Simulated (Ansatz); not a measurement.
# Ta2N: substituted relatives

An exercise on one series of results from a longer session: the logs are not shown, and one member is left open.

Method: DFT PBEsol, scalar-relativistic, plane waves, PAW, in Ansatz 0.2.0.

2 further runs of the same task are left out: 2 set aside as unsound or not needed. Runs told in other sessions of the task aren't counted.

## The structure to begin with

The structure is trigonal, space group P-31m (No. 162). Conventional cell: a = 5.264 Å, b = 5.264 Å, c = 4.913 Å, α = 90.00°, β = 90.00°, γ = 120.00°. Ta (site symmetry m) is surrounded by 3 N at 2.13 to 2.15 Å. N (site symmetry 32) has 6 Ta at 2.15 Å in its first shell of neighbours. Around N (site symmetry -3m) lie 6 Ta at 2.13 Å.

As a file:

```
Ta N
1.0
     5.26410    0.00000    0.00000
    -2.63205    4.55884    0.00000
     0.00000    0.00000    4.91260
Ta N
6 3
Direct
  0.66680 0.66680 0.75279
  0.00000 0.33320 0.75279
  0.33320 0.00000 0.75279
  0.33320 0.33320 0.24721
  0.00000 0.66680 0.24721
  0.66680 0.00000 0.24721
  0.66667 0.33333 0.50000
  0.33333 0.66667 0.50000
  0.00000 0.00000 0.00000
```

It goes back to an entry of the Materials Project, which need not be the stable form.

This cell was relaxed beforehand with the same method: volume 13.10 Å³/atom, gap on the mesh none (metal).

The first run:

The input, input.yaml:

```yaml
crystal:
  lattice:
    - [5.3505725559, 0.0, 0.0]
    - [-2.675286278, 4.6337317582, 0.0]
    - [0.0, 0.0, 4.9933032523]
  atoms:
    - { symbol: Hf, position: [0.6668041045, 0.6668041045, 0.7527922812] }
    - { symbol: Hf, position: [0.0, 0.3331958955, 0.7527922812] }
    - { symbol: Hf, position: [0.3331958955, 0.0, 0.7527922812] }
    - { symbol: Hf, position: [0.3331958955, 0.3331958955, 0.2472077188] }
    - { symbol: Hf, position: [0.0, 0.6668041045, 0.2472077188] }
    - { symbol: Hf, position: [0.6668041045, 0.0, 0.2472077188] }
    - { symbol: "N", position: [0.6666666667, 0.3333333333, 0.5] }
    - { symbol: "N", position: [0.3333333333, 0.6666666667, 0.5] }
    - { symbol: "N", position: [0.0, 0.0, 0.0] }
basis:
  ecutwfc: 420
kpoints:
  mp_grid: { grid: [6, 6, 4] }
hamiltonian:
  xc: pbesol
scf:
  occupations: { method: gaussian, width: 0.1 }
output:
  forces: true
  stress: true
  eigenvalues: true
```

The run is started by

```console
$ ansatz run input.yaml --threads 2 --pin off --max-ram 5120MiB --backend cpu --events-out ev --progress --plain --runs-dir out
```

Among the steps run: Probe: one point at the start (Hf2N); A loose first relaxation (Hf2N); Full relaxation (Hf2N).

One of the session's tables, all rows but one given; the rest of the session is left out.

Lengths are those of the vectors of the cell that was run:

| swap | volume (Å³/atom) | a (Å) | b (Å) | c (Å) |
| --- | --- | --- | --- | --- |
| none | 13.10 | 5.264 | 5.264 | 4.913 |
| N → Sb | 23.43 | 6.344 | 6.344 | 6.050 |
| N → C | ? | ? | ? | ? |
| Ta → Hf | 14.97 | 5.533 | 5.533 | 5.080 |

**Question.** Estimate the row for N → C.

**Answer.** volume (Å³/atom): 13.59; a (Å): 5.372; b (Å): 5.372; c (Å): 4.892. In the column «volume (Å³/atom)» it lies between none (13.10) and Ta → Hf (14.97).

Lengths are those of the computed cell. Rows of earlier swaps come from the sessions before.

Caveats from the session: Spin polarisation is off in the runs that give these values; a magnetic solution could lie lower.
